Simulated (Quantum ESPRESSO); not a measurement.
# Pt in Quantum ESPRESSO: notebook, part 2 of 2

Quantum ESPRESSO 7.5.

## 3. Work function, PBEsol

pw.in reads:

```
&CONTROL
  calculation = 'scf'
  prefix = 'pwscf'
  outdir = './tmp'
  pseudo_dir = './pseudo'
  tprnfor = .true.
  disk_io = 'low'
/
&SYSTEM
  ibrav = 0
  celldm(1) = 8
  nat = 5
  ntyp = 1
  ecutwfc = 40
  ecutrho = 200
  nbnd = 52
  occupations = 'smearing'
  smearing = 'gaussian'
  degauss = 0.00734986
/
&ELECTRONS
  conv_thr = 5d-09
  electron_maxstep = 150
  mixing_beta = 0.3
  mixing_mode = 'local-TF'
  tqr = .true.
/
ATOMIC_SPECIES
Pt   195.0840 pt_pbesol_v1.4.uspp.F.UPF
CELL_PARAMETERS alat
  0.6540551720485  -0.0000000000000   0.0000000000000
 -0.3270275860242   0.5664283944706  -0.0000000000000
  0.0000000000000   0.0000000000000   5.6793717305360
ATOMIC_POSITIONS crystal
Pt     0.6666666667    0.3333333333    0.3119391239
Pt     0.3333333333    0.6666666667    0.4059695619
Pt     0.0000000000    0.0000000000    0.5000000000
Pt     0.6666666667    0.3333333333    0.5940304381
Pt     0.3333333333    0.6666666667    0.6880608761
K_POINTS automatic
11 11 1 0 0 0
```

pp_density.in reads:

```
&INPUTPP
  prefix = 'pwscf'
  outdir = './tmp'
  filplot = 'density.dat'
  plot_num = 0
/
&PLOT
  nfile = 1
  filepp(1) = 'density.dat'
  iflag = 3
  output_format = 6
  fileout = 'density.cube'
/
```

pp_potential.in reads:

```
&INPUTPP
  prefix = 'pwscf'
  outdir = './tmp'
  filplot = 'potential.dat'
  plot_num = 11
/
&PLOT
  nfile = 1
  filepp(1) = 'potential.dat'
  iflag = 3
  output_format = 6
  fileout = 'potential.cube'
/
```

Potentials or basis: GBRV 1.5 PBEsol.

Started as:

```console
$ OMP_NUM_THREADS=1 mpirun -n 2 pw.x -nk 2 -in pw.in > pw.out
$ OMP_NUM_THREADS=1 mpirun -n 1 pp.x -in pp_density.in > pp_density.out
$ OMP_NUM_THREADS=1 mpirun -n 1 pp.x -in pp_potential.in > pp_potential.out
```

pw.out:

```text
This program is part of the open-source Quantum ESPRESSO suite
     for quantum simulation of materials; please cite
[... 13 lines left out ...]
     --------------------
     sticks:   dense  smooth     PW     G-vecs:    dense   smooth      PW
     Sum         379     301     91                51583    36927    6409

     Using Slab Decomposition

     bravais-lattice index     =            0
     lattice parameter (alat)  =       8.0000  a.u.
     unit-cell volume          =    1077.2826 (a.u.)^3
     number of atoms/cell      =            5
     number of atomic types    =            1
     number of electrons       =        80.00
     number of Kohn-Sham states=           52
     kinetic-energy cutoff     =      40.0000  Ry
     charge density cutoff     =     200.0000  Ry
     scf convergence threshold =      5.0E-09
     mixing beta               =       0.3000
     number of iterations used =            8  local-TF  mixing
     Exchange-correlation= SLA  PW   PSX  PSC
                           (   1   4  10   8   0   0   0)

     celldm(1)=   8.000000  celldm(2)=   0.000000  celldm(3)=   0.000000
     celldm(4)=   0.000000  celldm(5)=   0.000000  celldm(6)=   0.000000

     crystal axes: (cart. coord. in units of alat)
               a(1) = (   0.654055  -0.000000   0.000000 )
               a(2) = (  -0.327028   0.566428  -0.000000 )
               a(3) = (   0.000000   0.000000   5.679372 )

     reciprocal axes: (cart. coord. in units 2 pi/alat)
               b(1) = (  1.528923  0.882724 -0.000000 )
               b(2) = (  0.000000  1.765448 -0.000000 )
               b(3) = (  0.000000  0.000000  0.176076 )

     PseudoPot. # 1 for Pt read from file:
     pt_pbesol_v1.4.uspp.F.UPF
     Pseudo is Ultrasoft + core correction, Zval = 16.0
     Generated by new atomic code, or converted to UPF format
     Using radial grid of  985 points,  6 beta functions with:
                l(1) =   0
                l(2) =   0
                l(3) =   1
                l(4) =   1
                l(5) =   2
                l(6) =   2
     Q(r) pseudized with  8 coefficients,  rinner =    1.300   1.300   1.300
                                                       1.300   1.300

     atomic species   valence    mass     pseudopotential
     Pt               16.00   195.08400     Pt( 1.00)

     12 Sym. Ops., with inversion, found

   Cartesian axes

     site n.     atom                  positions (alat units)
         1        Pt     tau(   1) = (   0.3270276   0.1888095   1.7716182  )
         2        Pt     tau(   2) = (  -0.0000000   0.3776189   2.3056521  )
         3        Pt     tau(   3) = (   0.0000000   0.0000000   2.8396859  )
         4        Pt     tau(   4) = (   0.3270276   0.1888095   3.3737197  )
         5        Pt     tau(   5) = (  -0.0000000   0.3776189   3.9077535  )

     number of k points=    16  Gaussian smearing, width (Ry)=  0.0073
                       cart. coord. in units 2pi/alat
        k(    1) = (   0.0000000   0.0000000   0.0000000), wk =   0.0165289
        k(    2) = (   0.0000000   0.1604953   0.0000000), wk =   0.0991736
        k(    3) = (   0.0000000   0.3209906   0.0000000), wk =   0.0991736
        k(    4) = (   0.0000000   0.4814859   0.0000000), wk =   0.0991736
        k(    5) = (   0.0000000   0.6419812   0.0000000), wk =   0.0991736
        k(    6) = (   0.0000000   0.8024765   0.0000000), wk =   0.0991736
[... 8 lines left out ...]
        k(   15) = (   0.4169790   0.7222288   0.0000000), wk =   0.0991736
        k(   16) = (   0.4169790   0.8827241   0.0000000), wk =   0.0991736

     Dense  grid:    51583 G-vectors     FFT dimensions: (  24,  24, 216)

     Smooth grid:    36927 G-vectors     FFT dimensions: (  24,  24, 192)
     Real space treatment of Q(r)

     Initializing real-space augmentation for DENSE grid
     Message from routine real_space_q:
     integrated real space q too different from target q
     Largest difference:   0.000084 for atom type # 1

     Initial potential from superposition of free atoms

     starting charge      77.4999, renormalised to      80.0000

     negative rho (up, down):  9.228E-01 0.000E+00
     Starting wfcs are   60 randomized atomic wfcs

     Self-consistent Calculation

     iteration #  1     ecut=    40.00 Ry     beta= 0.30
     Davidson diagonalization with overlap
     ethr =  1.00E-02,  avg # of iterations =  6.9

     negative rho (up, down):  8.746E-01 0.000E+00

     total energy              =   -1053.21313541 Ry
     estimated scf accuracy    <      12.01336505 Ry

     iteration #  2     ecut=    40.00 Ry     beta= 0.30
     Davidson diagonalization with overlap
     ethr =  1.00E-02,  avg # of iterations =  1.0

     negative rho (up, down):  8.437E-01 0.000E+00

     total energy              =   -1052.60960336 Ry
     estimated scf accuracy    <       3.02336912 Ry

     iteration #  3     ecut=    40.00 Ry     beta= 0.30
     Davidson diagonalization with overlap
     ethr =  3.78E-03,  avg # of iterations =  1.0

     negative rho (up, down):  8.380E-01 0.000E+00

     total energy              =   -1052.59386761 Ry
     estimated scf accuracy    <       0.42724418 Ry

     iteration #  4     ecut=    40.00 Ry     beta= 0.30
     Davidson diagonalization with overlap
     ethr =  5.34E-04,  avg # of iterations =  4.2
[... 100 lines left out ...]
     negative rho (up, down):  8.512E-01 0.000E+00

     total energy              =   -1052.64824478 Ry
     estimated scf accuracy    <       0.00000003 Ry

     iteration # 16     ecut=    40.00 Ry     beta= 0.30
     Davidson diagonalization with overlap
     ethr =  3.96E-11,  avg # of iterations =  2.0

     negative rho (up, down):  8.512E-01 0.000E+00

     total energy              =   -1052.64824504 Ry
     estimated scf accuracy    <          9.6E-09 Ry

     iteration # 17     ecut=    40.00 Ry     beta= 0.30
     Davidson diagonalization with overlap
     ethr =  1.20E-11,  avg # of iterations =  2.0

     negative rho (up, down):  8.512E-01 0.000E+00

     End of self-consistent calculation

          k = 0.0000 0.0000 0.0000 (  4567 PWs)   bands (ev):

   -45.5634 -45.3663 -45.2242 -45.2022 -45.2022 -45.1205 -45.1205 -45.1129
   -45.1129 -44.7133 -44.7133 -44.7133 -44.7133 -44.6232 -44.6220  -2.4800
    -1.4676  -0.3693   0.2773   0.3250   3.4665   3.5781   3.7062   3.7062
     3.8037   3.8037   3.9694   3.9694   4.0183   4.3820   4.3820   4.4188
     4.4188   5.0036   5.8270   5.8270   6.0049   6.0049   6.4913   6.4913
     7.1642   7.1642   7.2460   7.4957   7.4957   7.9187  12.5436  13.0933
    13.7893  15.4056  15.4471  17.8428

          k = 0.0000 0.1605 0.0000 (  4597 PWs)   bands (ev):

   -45.5543 -45.3667 -45.2323 -45.2247 -45.2103 -45.1461 -45.1423 -45.1278
   -45.1194 -44.7422 -44.7422 -44.7205 -44.7204 -44.6201 -44.6192  -2.1874
    -1.1837  -0.0832   0.5488   0.6118   3.2351   3.3246   3.5156   3.8173
     3.8386   3.9207   3.9513   4.0104   4.1857   4.2747   4.3704   4.5571
     4.6283   4.6355   5.5884   5.6324   6.0252   6.0528   6.2241   6.4760
     6.4960   7.1202   7.1684   7.5129   8.3847   9.2844  12.7489  13.3173
    13.9239  15.5163  15.6422  18.0599

          k = 0.0000 0.3210 0.0000 (  4627 PWs)   bands (ev):

   -45.5305 -45.3823 -45.2841 -45.2565 -45.2319 -45.2250 -45.1930 -45.1475
   -45.1369 -44.8188 -44.8186 -44.7396 -44.7396 -44.6126 -44.6121  -1.3819
    -0.4358   0.6256   1.2014   1.3329   2.6291   3.0304   3.0846   3.3048
     3.7029   3.9335   4.1305   4.1360   4.2342   4.5232   4.5351   4.7820
     4.9036   5.0730   5.2129   5.4801   5.6023   5.8402   6.0700   6.5092
     6.6195   7.1689   7.5525   7.8998   9.5703  11.0012  13.3424  13.9854
    14.3173  15.9533  16.2268  18.6791
[... 111 lines left out ...]
          k = 0.4170 0.7222 0.0000 (  4587 PWs)   bands (ev):

   -45.5256 -45.4885 -45.4264 -45.4215 -45.3335 -45.3099 -45.3008 -45.2793
   -45.2473 -44.9995 -44.9992 -44.8951 -44.8949 -44.5874 -44.5874   1.4711
     1.4861   1.9162   1.9722   2.3996   2.4857   2.6608   2.7797   3.0088
     3.2927   3.6011   3.7304   4.4352   4.5149   4.5719   4.6112   5.1992
     5.4374   5.7970   6.0419   6.4027   6.9615   7.4093   7.5230   7.7614
    10.2090  10.7757  11.6549  12.9161  13.7339  13.8428  14.3599  14.9010
    15.5608  16.0290  16.8102  17.8293

          k = 0.4170 0.8827 0.0000 (  4589 PWs)   bands (ev):

   -45.5184 -45.4788 -45.4557 -45.4053 -45.3654 -45.3380 -45.2907 -45.2794
   -45.2644 -44.9917 -44.9916 -44.9259 -44.9257 -44.5857 -44.5856   1.5268
     1.6703   1.9926   2.2089   2.2209   2.5535   2.6407   2.7434   2.9583
     3.4415   3.6984   3.8167   4.3553   4.4349   4.8017   4.8318   5.1664
     5.5289   5.8791   6.0785   6.8733   6.9642   7.1614   7.3624   7.3839
    11.7355  11.8225  12.6765  12.6766  13.1643  13.5504  14.4748  14.6391
    15.3752  15.6664  16.8900  17.0842

     the Fermi energy is     7.4747 ev

!    total energy              =   -1052.64824480 Ry
     estimated scf accuracy    <          1.4E-09 Ry
     smearing contrib. (-TS)   =      -0.00490006 Ry
     internal energy E=F+TS    =   -1052.64334474 Ry

     The total energy is F=E-TS. E is the sum of the following terms:
     one-electron contribution =   -7479.52183779 Ry
     hartree contribution      =    3768.87656197 Ry
     xc contribution           =    -283.13635133 Ry
     ewald contribution        =    2941.13828242 Ry

     convergence has been achieved in  17 iterations

     negative rho (up, down):  8.512E-01 0.000E+00

     Forces acting on atoms (cartesian axes, Ry/au):

     atom    1 type  1   force =     0.00000000    0.00000000   -0.00318512
     atom    2 type  1   force =    -0.00000000   -0.00000000    0.01089527
     atom    3 type  1   force =     0.00000000    0.00000000    0.00000000
     atom    4 type  1   force =    -0.00000000   -0.00000000   -0.01089527
     atom    5 type  1   force =    -0.00000000    0.00000000    0.00318512

     Total force =     0.016053     Total SCF correction =     0.000158

=------------------------------------------------------------------------------=
   JOB DONE.
=------------------------------------------------------------------------------=
```

Run time: 39 s. Hardware: 2 MPI ranks of Intel Xeon 6975P-C (Granite Rapids), shared host; peak memory 0.36 GiB.

What came out:

```
Free energy                     : -14322.0090 eV
Largest force                   : 0.280 eV/Å
Band gap on the k mesh          : none (metal or under the smearing width)
Work function of the upper face : 5.80 eV
Work function of the lower face : 5.80 eV
```

Forces in eV/Å, atoms in the order of the input:
```
Pt   0.000  0.000 -0.082
Pt   0.000  0.000  0.280
Pt   0.000  0.000  0.000
Pt   0.000  0.000 -0.280
Pt   0.000  0.000  0.082
```

Caveat: real space augmentation costs some meV and hundredths of eV per Å.

## 4. Work function, RPBE

pw.in: that of step 3 with these lines changed.

```diff
@@ -16,5 +16,6 @@
   nbnd = 52
+  input_dft = 'rpbe'
   occupations = 'smearing'
-  smearing = 'gaussian'
-  degauss = 0.00734986
+  smearing = 'mv'
+  degauss = 0.00367493
 /
@@ -28,3 +29,3 @@
 ATOMIC_SPECIES
-Pt   195.0840 pt_pbesol_v1.4.uspp.F.UPF
+Pt   195.0840 pt_pbe_v1.4.uspp.F.UPF
 CELL_PARAMETERS alat
```

pp_density.in is that of step 3.

pp_potential.in is that of step 3.

Potentials or basis: GBRV 1.5 PBE.

Started as:

```console
$ OMP_NUM_THREADS=1 mpirun -n 2 pw.x -nk 2 -in pw.in > pw.out
$ OMP_NUM_THREADS=1 mpirun -n 1 pp.x -in pp_density.in > pp_density.out
$ OMP_NUM_THREADS=1 mpirun -n 1 pp.x -in pp_potential.in > pp_potential.out
```

pw.out:

```text
This program is part of the open-source Quantum ESPRESSO suite
     for quantum simulation of materials; please cite
         "P. Giannozzi et al., J. Phys.:Condens. Matter 21 395502 (2009);
         "P. Giannozzi et al., J. Phys.:Condens. Matter 29 465901 (2017);
         "P. Giannozzi et al., J. Chem. Phys. 152 154105 (2020);
     in publications or presentations arising from this work. More details at

     IMPORTANT: XC functional enforced from input :
     Exchange-correlation= RPBE
                           (   1   4  44   4   0   0   0)
     Any further DFT definition will be discarded
     Please, verify this is what you really want

     Message from routine setup:
[... 7 lines left out ...]
     --------------------
     sticks:   dense  smooth     PW     G-vecs:    dense   smooth      PW
     Sum         379     301     91                51583    36927    6409

     Using Slab Decomposition

[... 263 lines left out ...]
    13.7935  15.4480  15.6197  17.8963
[... 143 lines left out ...]
   -45.2603 -45.2279 -45.2009 -45.1576 -45.1182 -45.0931 -45.0493 -45.0395
   -45.0184 -44.7318 -44.7317 -44.6660 -44.6658 -44.3351 -44.3351   1.8386
     1.9934   2.3036   2.5243   2.5319   2.8605   2.9487   3.0567   3.2776
     3.7560   4.0093   4.1329   4.6473   4.7267   5.0997   5.1322   5.4481
     5.8092   6.1548   6.3479   7.1454   7.2367   7.4329   7.6332   7.6580
    12.0799  12.1695  13.0146  13.0258  13.5369  13.8911  14.8067  14.9779
    15.7040  15.9963  17.2205  17.4035

     the Fermi energy is     7.7452 ev

!    total energy              =   -1053.65757236 Ry
     estimated scf accuracy    <          2.2E-09 Ry
     smearing contrib. (-TS)   =       0.00014648 Ry
     internal energy E=F+TS    =   -1053.65771884 Ry

     The total energy is F=E-TS. E is the sum of the following terms:
     one-electron contribution =   -7479.74185632 Ry
     hartree contribution      =    3769.75823901 Ry
     xc contribution           =    -284.81238393 Ry
     ewald contribution        =    2941.13828242 Ry

     convergence has been achieved in  18 iterations

     negative rho (up, down):  8.631E-01 0.000E+00

     Forces acting on atoms (cartesian axes, Ry/au):

     atom    1 type  1   force =     0.00000000    0.00000000   -0.02687179
     atom    2 type  1   force =    -0.00000000    0.00000000    0.01155457
     atom    3 type  1   force =     0.00000000    0.00000000    0.00000000
     atom    4 type  1   force =     0.00000000    0.00000000   -0.01155457
     atom    5 type  1   force =     0.00000000    0.00000000    0.02687179

     Total force =     0.041367     Total SCF correction =     0.000130

=------------------------------------------------------------------------------=
   JOB DONE.
=------------------------------------------------------------------------------=
```

Wall time 40 s (2 MPI ranks of Intel Xeon 6975P-C (Granite Rapids), shared host); peak memory 0.36 GiB.

Results:

```yaml
Free_energy: -14335.7416 eV
Largest_force: 0.691 eV/Å
Band_gap_on_the_k_mesh: none (metal or under the smearing width)
Work_function_of_the_upper_face: 5.50 eV
Work_function_of_the_lower_face: 5.50 eV
```

Forces on the atoms (eV/Å):
```
Pt   0.000  0.000 -0.691
Pt   0.000  0.000  0.297
Pt   0.000  0.000  0.000
Pt   0.000  0.000 -0.297
Pt   0.000  0.000  0.691
```

Levels at points of the mesh, in eV from the Fermi level:
```tsv
k point	band 39	band 40	band 41	band 42	band 43	band 44
(0.00, 0.00, 0.00)	-0.99	-0.99	-0.32	-0.32	-0.18	0.01
```

Caveat: the potentials were made for another functional, which shifts forces and pressure; real space augmentation costs some meV and hundredths of eV per Å. The run has no spin-orbit coupling, so splittings on Pt are missing.

## 5. Overview

| level | potentials or basis | cutoff (eV) | smearing | boundary across the vacuum | form of the LDA correlation | assume isolated | esm bc | gap on the mesh (eV) | largest force (eV/Å) | work function (eV) |
| --- | --- | --- | --- | --- | --- | --- | --- | --- | --- | --- |
| LDA | JTH 2.0 LDA | 490 | cold 0.2 eV | esm | PW92 | esm | bc1 | none | 0.23 | 6.06 |
| PBEsol | GBRV 1.5 PBEsol | 544 | gaussian 0.1 eV | none | - | - | - | none | 0.28 | 5.80 |
| RPBE | GBRV 1.5 PBE | 544 | cold 0.05 eV | none | - | - | - | none | 0.69 | 5.50 |

Alike in all rows: task work function; no spin polarisation; cell as given; k mesh 11 × 11 × 1.

Caveats: real space augmentation costs some meV and hundredths of eV per Å; the potentials were made for another functional, which shifts forces and pressure (some runs).

Total energies depend on the potentials used, so only differences within one code and one set of settings carry meaning.
